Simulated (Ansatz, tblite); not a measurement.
# InH2(OMe) (CH₅InO): rung by rung

How do method and basis change the picture of InH2(OMe) (CH₅InO) (singlet)?

Method: as each input shows; program: Ansatz 0.2.0, Gaussian basis.

Plan: GFN1-xTB, GFN2-xTB, PBE-D4/def2-TZVP, r2SCAN-D4/def2-TZVP, BLYP-D4/def2-TZVP, r2SCANh-D4/def2-TZVP, B97M-V/def2-TZVP, ωB97M-V/def2-TZVP, B3LYP-D4/def2-TZVP, LDA/def2-TZVP, revPBE-D4/def2-TZVP, PBE-D4/def2-SVP, PBE0-D4/def2-SVP, PBE0-D4/def2-TZVPD, PBE-D4/def2-TZVPD, r2SCAN-D4/def2-TZVPD, CCSD(T)/def2-TZVPP, MP2/def2-TZVP, RPA/def2-TZVP.

4 further runs of the same task are left out: 4 set aside as unsound or not needed. Runs told in other sessions of the task aren't counted.

## Step 1: The structure

The geometry is that of the singlet, from an earlier relaxation (B3LYP-D4/def2-TZVP).

8 atoms, charge 0, spin multiplicity 1.

Bond lengths: In1–H2 1.718 Å, In1–H3 1.707 Å, In1–O4 2.002 Å, O4–C5 1.408 Å, C5–H6 1.096 Å, C5–H7 1.097 Å, C5–H8 1.099 Å. Angles: H2–In1–H3 136.8°, H2–In1–O4 112.2°, H3–In1–O4 111.0°, In1–O4–C5 124.7°, O4–C5–H6 110.1°, O4–C5–H7 110.2°, O4–C5–H8 113.6°, H6–C5–H7 107.7°, H6–C5–H8 107.5°, H7–C5–H8 107.5°.

In takes a core potential in the def2 sets. No spin-orbit coupling is included.

PBE0-D4/def2-TZVP was run before; its log isn't repeated, and its numbers join the tables.

## Step 2: GFN1-xTB

Tight binding, by tblite at 300 K electronic temperature and without a spin-polarisation term:

```python
tblite.interface.Calculator('GFN1-xTB', numbers, positions, charge=0, uhf=0).singlepoint()
```

Energy -300.0598 eV, HOMO -10.98 eV, LUMO -4.99 eV; 0.004 s.

## Step 3: GFN2-xTB

Tight binding, by tblite at 300 K electronic temperature and without a spin-polarisation term:

```python
tblite.interface.Calculator('GFN2-xTB', numbers, positions, charge=0, uhf=0).singlepoint()
```

Energy -270.2981 eV, HOMO -10.91 eV, LUMO -7.40 eV; 0.003 s.

## Step 4: PBE-D4/def2-TZVP

start.molden holds the orbitals of an earlier run on this state, given as this run's starting guess.

The input, in.yaml:

```yaml
crystal:
  periodic: [false, false, false]
  atoms:
    - {symbol: In, position_ang: [0.615988, 1.448616, 0.718924]}
    - {symbol: H, position_ang: [2.156921, 0.693762, 0.807162]}
    - {symbol: H, position_ang: [-0.054918, 2.960305, 1.142604]}
    - {symbol: O, position_ang: [-0.768577, 0.252271, -0.092473]}
    - {symbol: C, position_ang: [-0.528011, -1.059514, -0.545080]}
    - {symbol: H, position_ang: [-0.768883, -1.141151, -1.611673]}
    - {symbol: H, position_ang: [-1.166309, -1.768624, -0.004660]}
    - {symbol: H, position_ang: [0.513810, -1.385685, -0.414803]}
basis:
  gaussian: {orbitals: def2-TZVP, initial_orbitals: start.molden}
hamiltonian: {xc: pbe, dispersion: d4}
scf: {omitted_lower_state_checks: [starts]}
output: {forces: true, orbitals: {seedname: orbitals}}
```

Started as:

```bash
> ansatz run in.yaml --threads 4 --pin off --events-out ev --progress --plain --max-ram 3916MiB
```

Further steps of the session: r2SCAN-D4/def2-TZVP; BLYP-D4/def2-TZVP; r2SCANh-D4/def2-TZVP; B97M-V/def2-TZVP; ωB97M-V/def2-TZVP; B3LYP-D4/def2-TZVP; LDA/def2-TZVP; revPBE-D4/def2-TZVP; PBE-D4/def2-SVP; PBE0-D4/def2-SVP; PBE0-D4/def2-TZVPD; PBE-D4/def2-TZVPD; r2SCAN-D4/def2-TZVPD; CCSD(T)/def2-TZVPP; MP2/def2-TZVP; RPA/def2-TZVP.

**Question.** What will the summary of the whole plan be? Wanted: gap in def2-TZVP, named functionals, smallest and largest; correlation energy, CCSD(T)/def2-TZVPP; correlation energy, MP2/def2-TZVP; binding an atom, CCSD(T)/def2-TZVPP; PBE0 total energy, smallest basis above largest.

The runs gave:

| quantity | value |
| --- | --- |
| gap in def2-TZVP, named functionals, smallest and largest | 3.58 eV (LDA), 9.54 eV (ωB97M-V) |
| correlation energy, CCSD(T)/def2-TZVPP | -20.59 eV |
| correlation energy, MP2/def2-TZVP | -18.97 eV |
| binding an atom, CCSD(T)/def2-TZVPP | 3.094 eV |
| PBE0 total energy, smallest basis above largest | 4.03 eV (def2-SVP, def2-TZVPD) |

In words: Over the named functionals in def2-TZVP the gap runs from 3.58 eV (LDA) to 9.54 eV (ωB97M-V); exact exchange widens it. The functionals in def2-TZVP miss CCSD(T)/def2-TZVPP by +0.011 (revPBE-D4) to +0.530 eV (LDA) an atom. The reference is CCSD(T) in one finite basis, so it carries an error of its own, often a tenth of an eV or more, and near misses can't be ranked.
